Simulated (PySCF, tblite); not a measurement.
# SiHCl₃, a small molecule taken as a stand-in for a surface group: NMR shifts, core binding energies and electronic excitations

Wanted: the NMR shifts, core binding energies and electronic excitations for `Cl[SiH](Cl)Cl`.

Programs: tblite 0.8.0 and PySCF 2.14.0. All values are calculated, for the isolated system unless a continuum is named. Atoms count from 0, parts from 1.

### Step 1. Starting point

5 atoms, charge 0, multiplicity 1; geometry: distance geometry start.

### Step 2. Geometry optimisation with GFN2-xTB

The job: settings as JSON, then the geometry in Å.

```
{"job": {"kind": "relax", "xc": "GFN2-xTB", "basis": "xTB"}, "charge": 0, "multiplicity": 1}
Si     0.003806    -0.005076     0.134120
Cl    -0.168959     1.949769    -0.651491
Cl     1.783210    -0.819283    -0.491098
Cl    -1.555174    -1.210336    -0.581990
H     -0.073225     0.096039     1.614705
```

Level: GFN2-xTB geometry optimisation, gas phase.

Launch:

```sh
OMP_NUM_THREADS=1 python cluster_run.py task.json out
```

This one command runs all jobs of the session in turn.

**Question.** The jobs that follow are: PBE0-D3(BJ)/def2-SVP geometry optimisation, gas phase; GIAO PBE0/pcSseg-2 NMR shielding, non-relativistic, gas phase; delta-SCF UKS SCAN, pcX-2 on the ionised atom, pcseg-1 elsewhere, spin-free X2C; TDDFT CAM-B3LYP/def2-SVPD, vertical, gas phase, core orbitals frozen in the response. Predict: point group; rotational constants (main isotopes); 1H shifts against TMS (PBE0/pcSseg-2); 29Si shifts against TMS (PBE0/pcSseg-2); 35Cl shifts against HCl (PBE0/pcSseg-2, means over atoms taken as alike); surface potential, 1st and 99th percentile; Si2p binding energies, SCAN/pcX-2; Cl2p binding energies, SCAN/pcX-2; lowest singlet (CAM-B3LYP/def2-SVPD); brightest single state of those computed; lowest triplet; vertical ionisation energy (ΔSCF).

**Answer**, as computed:

| quantity | value |
| --- | --- |
| point group | C3v |
| rotational constants (main isotopes) | 2.42, 2.42, 1.30 GHz |
| 1H shifts against TMS (PBE0/pcSseg-2) | 6.22 ppm |
| 29Si shifts against TMS (PBE0/pcSseg-2) | 9.5 ppm |
| 35Cl shifts against HCl (PBE0/pcSseg-2, means over atoms taken as alike) | 137 ppm |
| surface potential, 1st and 99th percentile | -0.15 V and 1.47 V |
| Si2p binding energies, SCAN/pcX-2 | Si0 109.98 eV |
| Cl2p binding energies, SCAN/pcX-2 | Cl1 207.32 eV |
| lowest singlet (CAM-B3LYP/def2-SVPD) | 7.74 eV (160 nm), f = 0.000 |
| brightest single state of those computed | state 4, 8.11 eV, f = 0.057 |
| lowest triplet | 7.27 eV |
| vertical ionisation energy (ΔSCF) | 11.85 eV |

In words: Over 4 steps the energy fell by 0.122 eV; of the close pairs, Si0–Cl2 changed most, 1.970 to 2.044 Å (PBE0/def2-SVP). No frequency check was run at this level, so the end point may be a saddle. At PBE0/pcSseg-2: The largest span, 291 ppm, is at Cl1, Cl2, Cl3, where the paramagnetic term is -344 ppm. The first singlet state (HOMO→LUMO 0.90) lies at 7.74 eV and is dark; of the 6 states computed, the strongest absorption comes from states 2 to 4 together at 8.11 eV. The lowest triplet lies 0.46 eV below the lowest singlet (triplets in Tamm-Dancoff, singlets in full TDDFT). The orbital energy would give 10.83 eV for ionisation, ΔSCF gives 11.85 eV.
